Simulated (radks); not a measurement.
# B⁴⁺ in 1s1: an all-electron calculation

Aim: the levels, the sizes of the orbitals and the parts of the energy of the boron ion B4+.

Method: non-relativistic Kohn-Sham, exchange-only LDA, spin-polarised, spherical densities, point nucleus; open shells are filled with parallel spins first. Code: radks (a radial shooting solver on a logarithmic mesh, Libxc functionals) version 1.

### 1 The system

- element: boron (Z = 5)
- charge: +4
- electrons: 1
- configuration: 1s1

Outer shells as boxes (Hund's rule):

B⁴⁺
```
1s [↑ ]
```

### 2 Self-consistent calculation

Input:

```text
Z 5
configuration 1s1 2s0 2p0
relativity non-relativistic
functional lda,
spin polarised
nucleus point
```

**Question.** What will this run give?

The runs gave:

| quantity | value |
| --- | --- |
| total energy | -12.27918 hartree |
| exchange-correlation share of it | 10.80 % |
| −T/E | 1.0000 |
| highest occupied level | 1s up, -304.12 eV |
| most extended occupied level | 1s up, <r> = 0.304 bohr |
| radius at density 0.001 e/bohr³ | 1.07 bohr |
| maxima of the radial density | 1 |
| ionisation energy, NIST | 340.23 (theory) eV |

**Reading.** The radial density shows 1 maxima for 1 occupied principal shells. −T/E = 1.0000, near the virial value of 1. Minus the highest eigenvalue, 304.12 eV, is 89 % of the tabulated ionisation energy (340.23 eV); the potential of a semilocal functional falls off too fast, so its top eigenvalue is too shallow. 
